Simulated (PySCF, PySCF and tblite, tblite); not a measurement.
# C₄H₁₀Si: conformers and averaged spectra, part 2 of 2

PySCF and tblite. Atoms count from 0.

### Step 6. The ensemble: properties at PBE0/pcSseg-1 in chloroform

What the job is given:

```
{"job": {"study": "conf", "smiles": "CC/C=C\\[SiH3]", "search": {"seed": 4292, "n_embed": 60, "ff_keep": 14, "window": 3.0, "nmax": 4, "temps": [150, 200, 250, 298.15, 400], "t_ref": 298.15, "order": 0.0005}, "level": {"nmr": {"xc": "PBE0", "basis": "pcSseg-1", "solvent": "chloroform"}, "sp": {"xc": "CAM-B3LYP", "basis": "def2-TZVP", "solvent": "chloroform"}, "uv": {"xc": "wB97X-D", "basis": "def2-SVPD", "nstates": 6, "ntriplets": 0, "solvent": "chloroform"}}, "kind": "conf"}, "charge": 0, "multiplicity": 1}
C     -2.034667     0.582195    -0.389978
C     -1.008578    -0.028379     0.564947
C     -0.180964    -1.058788    -0.130974
C      1.127206    -0.983238    -0.340771
Si     2.267581     0.415764     0.190749
H     -1.529493     1.071644    -1.219670
H     -2.688654    -0.188482    -0.793012
H     -2.646438     1.318245     0.126519
H     -1.536499    -0.498682     1.400221
H     -0.366331     0.757088     0.965681
H     -0.746122    -1.912280    -0.494401
H      1.593600    -1.805450    -0.871683
H      1.822110     1.695191    -0.371844
H      2.311385     0.525763     1.653068
H      3.611450     0.117400    -0.310766
```

Output:

```text
conformer  sym    E(xTB)   E(DFT)   G(298.15 K)  weight  dipole/D
    1     C1      0.000    0.000    0.000   1.0000    1.250

mean shielding (ppm) by class
class atoms           150 K      200 K      250 K   298.15 K      400 K
  0 C  0            171.568    171.568    171.568    171.568    171.568
  1 C  1            153.268    153.268    153.268    153.268    153.268
  2 C  2             20.598     20.598     20.598     20.598     20.598
  3 C  3             67.569     67.569     67.569     67.569     67.569
  4 Si 4            439.868    439.868    439.868    439.868    439.868
  5 H  5,6,7         30.592     30.592     30.592     30.592     30.592
  6 H  8,9           29.459     29.459     29.459     29.459     29.459
  7 H  10            24.656     24.656     24.656     24.656     24.656
  8 H  11             25.97      25.97      25.97      25.97      25.97
  9 H  12,13,14      27.592     27.592     27.592     27.592     27.592
```

Wall time 48 s (1 thread of Arm Neoverse V2, shared host). This counts the runs that the step sums up.

The search (ETKDG and KDG, MMFF94s, GFN2-xTB) embedded 60 structures, kept 1 distinct ones after the force field and 1 after xTB; 1 was carried on (window 3.0 kcal/mol at the search's own energies). Energies: CAM-B3LYP/def2-TZVP in chloroform with D3(BJ).

The conformers at 298 K:

| no. | group | mirror pair | ΔE xTB | ΔE DFT | ΔG | weight (%) | μ (D) | C0–C1–C2–C3 (°) | A, B, C (GHz) |
| --- | --- | --- | --- | --- | --- | --- | --- | --- | --- |
| 1 | C1 | yes | 0.00 | 0.00 | 0.00 | 100.0 | 1.25 | 116 | 7.87, 1.91, 1.69 |

Energies in kcal/mol. ΔG holds xTB vibrations and rotation, symmetry numbers and mirror pairs.

Shifts against references run at the same level (¹³C TMS 187.6, ¹H TMS 31.70, ²⁹Si TMS 349.0 ppm of shielding), by class of atoms, at 298 K:

| atoms | environment | average |
| --- | --- | --- |
| C2 | alkene CH | 167.0 |
| C3 | alkene CH | 120.0 |
| C1 | allylic sp3 CH2 | 34.3 |
| C0 | methyl carbon | 16.0 |
| H10 | hydrogen on an alkene CH | 7.04 |
| H11 | hydrogen on an alkene CH | 5.73 |
| H12, H13, H14 | hydrogen on a silicon bonded to C | 4.11 |
| H8, H9 | hydrogen on an allylic sp3 CH2 | 2.24 |
| H5, H6, H7 | hydrogen on a methyl carbon | 1.11 |
| Si4 | silicon bonded to C, 3 H | -90.9 |

Effective distances for nuclear Overhauser effects, ⟨r⁻⁶⟩^(−1/6) over all pairs of two classes (Å): H10···H11 2.37; H5···H8 2.61; H8···H10 2.68; H5···H10 2.96; H11···H12 3.17; H8···H12 3.24; H8···H11 3.87.

Lowest and brightest singlet by conformer (wB97X-D/def2-SVPD in chloroform): no. 1 6.62 and 6.62 eV.

### Step 7. Shieldings, conformer 1: PBE0/6-311G**

What the job is given:

```
{"job": {"xc": "PBE0", "basis": "6-311G**", "kind": "nmr", "pop": false}, "charge": 0, "multiplicity": 1}
C     -2.034667     0.582195    -0.389978
C     -1.008578    -0.028379     0.564947
C     -0.180964    -1.058788    -0.130974
C      1.127206    -0.983238    -0.340771
Si     2.267581     0.415764     0.190749
H     -1.529493     1.071644    -1.219670
H     -2.688654    -0.188482    -0.793012
H     -2.646438     1.318245     0.126519
H     -1.536499    -0.498682     1.400221
H     -0.366331     0.757088     0.965681
H     -0.746122    -1.912280    -0.494401
H      1.593600    -1.805450    -0.871683
H      1.822110     1.695191    -0.371844
H      2.311385     0.525763     1.653068
H      3.611450     0.117400    -0.310766
```

Output:

```text
coarse grid: 12168 points
cycle   1  E = -447.5930959260  dE =  2.288e-01  |g| = 3.877e-01  |ddm| = 2.801e+00
cycle   2  E = -447.5865631355  dE =  6.533e-03  |g| = 4.144e-01  |ddm| = 6.390e-01
cycle   3  E = -447.6320911616  dE = -4.553e-02  |g| = 3.019e-02  |ddm| = 3.665e-01
cycle   4  E = -447.6322359582  dE = -1.448e-04  |g| = 1.893e-02  |ddm| = 3.828e-02
cycle   5  E = -447.6323142128  dE = -7.825e-05  |g| = 7.491e-03  |ddm| = 1.838e-02
cycle   6  E = -447.6323282707  dE = -1.406e-05  |g| = 1.277e-03  |ddm| = 6.194e-03
cycle   7  E = -447.6323286587  dE = -3.881e-07  |g| = 2.920e-04  |ddm| = 1.053e-03
final grid: 110480 points
cycle   8  E = -447.6290023467  dE = -2.373e-05  |g| = 6.562e-03  |ddm| = 2.260e-02
cycle   9  E = -447.6289986115  dE =  3.735e-06  |g| = 7.506e-03  |ddm| = 1.074e-02
cycle  10  E = -447.6290133780  dE = -1.477e-05  |g| = 6.726e-04  |ddm| = 6.018e-03
cycle  11  E = -447.6290134777  dE = -9.966e-08  |g| = 2.730e-04  |ddm| = 6.732e-04
cycle  12  E = -447.6290134963  dE = -1.863e-08  |g| = 3.227e-05  |ddm| = 1.970e-04
cycle  13  E = -447.6290134965  dE = -2.439e-10  |g| = 9.997e-06  |ddm| = 4.026e-05
converged SCF energy = -447.6290134965

GIAO shielding tensors (ppm)
atom      isotropic    diamagn.    paramagn.     s11        s22        s33       span
  0 C      174.855     245.694     -70.839    164.583    170.164    189.818     25.236
  1 C      156.435     246.143     -89.709    145.183    154.973    169.148     23.965
  2 C       27.993     253.210    -225.217    -99.892     32.114    151.758    251.650
  3 C       72.210     255.917    -183.706    -32.215     77.625    171.221    203.437
  4 Si     441.669     880.037    -438.368    422.173    431.784    471.048     48.875
  5 H       31.159      30.256       0.902     26.988     30.204     36.284      9.296
  6 H       30.971      29.930       1.041     27.158     28.938     36.817      9.659
  7 H       30.816      29.461       1.355     26.694     28.174     37.581     10.887
  8 H       29.721      31.073      -1.352     25.914     28.313     34.936      9.022
  9 H       29.805      33.183      -3.378     25.766     29.528     34.121      8.356
 10 H       24.979      31.800      -6.821     22.462     24.549     27.927      5.465
 11 H       26.317      30.936      -4.620     24.441     25.888     28.621      4.180
 12 H       27.616      30.018      -2.401     24.149     26.992     31.708      7.559
 13 H       27.609      29.577      -1.968     24.393     26.274     32.159      7.767
 14 H       27.903      29.108      -1.205     24.849     25.973     32.886      8.037
```

It took 10 s on 1 thread of Arm Neoverse V2, shared host; peak memory 0.81 GiB.

This run: HOMO -7.43 eV, LUMO -0.24 eV; dipole 1.03 D.

### Step 8. Single-point energy, conformer 1: B3LYP/def2-SVP

Changed since step 7:

```diff
@@ -1,2 +1,2 @@
-{"job": {"xc": "PBE0", "basis": "6-311G**", "kind": "nmr", "pop": false}, "charge": 0, "multiplicity": 1}
+{"job": {"xc": "B3LYP", "basis": "def2-SVP", "kind": "sp"}, "charge": 0, "multiplicity": 1}
 C     -2.034667     0.582195    -0.389978
```

Output:

```text
coarse grid: 12168 points
cycle   1  E = -447.6116309339  dE =  1.801e-01  |g| = 3.958e-01  |ddm| = 3.694e+00
cycle   2  E = -447.5983229149  dE =  1.331e-02  |g| = 4.543e-01  |ddm| = 9.462e-01
cycle   3  E = -447.6569265710  dE = -5.860e-02  |g| = 3.008e-02  |ddm| = 5.312e-01
cycle   4  E = -447.6570396820  dE = -1.131e-04  |g| = 2.409e-02  |ddm| = 5.388e-02
cycle   5  E = -447.6571865797  dE = -1.469e-04  |g| = 7.020e-03  |ddm| = 2.871e-02
cycle   6  E = -447.6571996397  dE = -1.306e-05  |g| = 1.256e-03  |ddm| = 8.366e-03
cycle   7  E = -447.6572000408  dE = -4.011e-07  |g| = 2.685e-04  |ddm| = 1.422e-03
final grid: 110480 points
cycle   8  E = -447.7265072852  dE = -2.524e-05  |g| = 4.662e-03  |ddm| = 2.276e-02
cycle   9  E = -447.7265046046  dE =  2.681e-06  |g| = 5.611e-03  |ddm| = 1.066e-02
cycle  10  E = -447.7265133122  dE = -8.708e-06  |g| = 4.786e-04  |ddm| = 6.045e-03
cycle  11  E = -447.7265133674  dE = -5.522e-08  |g| = 2.095e-04  |ddm| = 6.999e-04
cycle  12  E = -447.7265133787  dE = -1.121e-08  |g| = 3.188e-05  |ddm| = 1.935e-04
cycle  13  E = -447.7265133789  dE = -2.949e-10  |g| = 5.841e-06  |ddm| = 5.180e-05
converged SCF energy = -447.7265133789
```

Wall time 3.4 s (1 thread of Arm Neoverse V2, shared host); peak memory 0.65 GiB.

Key values: HOMO -7.17 eV, LUMO -0.33 eV; dipole 1.02 D.

### Step 9. Boltzmann average: properties at PBE0/6-311G**

What the job is given:

```
{"job": {"study": "conf", "smiles": "CC/C=C\\[SiH3]", "search": {"seed": 4292, "n_embed": 60, "ff_keep": 14, "window": 3.0, "nmax": 4, "temps": [150, 200, 250, 298.15, 400], "t_ref": 298.15, "order": 0.0005}, "level": {"nmr": {"xc": "PBE0", "basis": "6-311G**"}, "sp": {"xc": "B3LYP", "basis": "def2-SVP"}, "change": "PBE0/6-311G**; energies B3LYP/def2-SVP", "top": 4}, "kind": "conf"}, "charge": 0, "multiplicity": 1}
C     -2.034667     0.582195    -0.389978
C     -1.008578    -0.028379     0.564947
C     -0.180964    -1.058788    -0.130974
C      1.127206    -0.983238    -0.340771
Si     2.267581     0.415764     0.190749
H     -1.529493     1.071644    -1.219670
H     -2.688654    -0.188482    -0.793012
H     -2.646438     1.318245     0.126519
H     -1.536499    -0.498682     1.400221
H     -0.366331     0.757088     0.965681
H     -0.746122    -1.912280    -0.494401
H      1.593600    -1.805450    -0.871683
H      1.822110     1.695191    -0.371844
H      2.311385     0.525763     1.653068
H      3.611450     0.117400    -0.310766
```

Output:

```text
conformer  sym    E(xTB)   E(DFT)   G(298.15 K)  weight  dipole/D
    1     C1      0.000    0.000    0.000   1.0000    1.023

mean shielding (ppm) by class
class atoms           150 K      200 K      250 K   298.15 K      400 K
  0 C  0            174.855    174.855    174.855    174.855    174.855
  1 C  1            156.435    156.435    156.435    156.435    156.435
  2 C  2             27.993     27.993     27.993     27.993     27.993
  3 C  3              72.21      72.21      72.21      72.21      72.21
  4 Si 4            441.669    441.669    441.669    441.669    441.669
  5 H  5,6,7         30.982     30.982     30.982     30.982     30.982
  6 H  8,9           29.763     29.763     29.763     29.763     29.763
  7 H  10            24.979     24.979     24.979     24.979     24.979
  8 H  11            26.317     26.317     26.317     26.317     26.317
  9 H  12,13,14      27.709     27.709     27.709     27.709     27.709
```

Wall time 13 s (1 thread of Arm Neoverse V2, shared host). This counts the runs that the step sums up.

Against the first level, at 298 K (shifts, ppm; largest changes first):

| atoms | PBE0/pcSseg-1 in chloroform | PBE0/6-311G** | change |
| --- | --- | --- | --- |
| C2 | 167.0 | 162.4 | -4.6 |
| Si4 | -90.9 | -88.3 | +2.5 |
| C3 | 120.0 | 118.2 | -1.8 |
| C0 | 16.0 | 15.5 | -0.5 |
| C1 | 34.3 | 33.9 | -0.4 |
| H12, H13, H14 | 4.11 | 4.37 | +0.27 |
| H8, H9 | 2.24 | 2.32 | +0.08 |
| H10 | 7.04 | 7.10 | +0.06 |
| H11 | 5.73 | 5.76 | +0.04 |
| H5, H6, H7 | 1.11 | 1.10 | -0.01 |

Weights: from CAM-B3LYP/def2-TZVP in chloroform energies 1: 100 %; from B3LYP/def2-SVP energies 1: 100 % (with a dispersion term where the level has one and the same thermal terms, so they don't follow from the SCF energies alone). Times: 48 s and 13 s.

### Step 10. Results

The summary covers parts 1 to 2.

| quantity | value |
| --- | --- |
| conformers | 1; the first in weight is no. 1 (C1), 100 % at 298 K |
| root-mean-square dipole | 1.25 D |
| averaged ¹³C shifts (PBE0/pcSseg-1 in chloroform) | 167.0, 120.0, 34.3, 16.0 ppm |
| averaged ¹H shifts (PBE0/pcSseg-1 in chloroform) | 7.04, 5.73, 4.11, 2.24, 1.11 ppm |
| averaged ²⁹Si shifts (PBE0/pcSseg-1 in chloroform) | -90.9 ppm |

In words: The search found one conformer in the window, so the averages are its own values. Between PBE0/pcSseg-1 in chloroform and PBE0/6-311G**, C2 changes most, by 4.6 ppm.
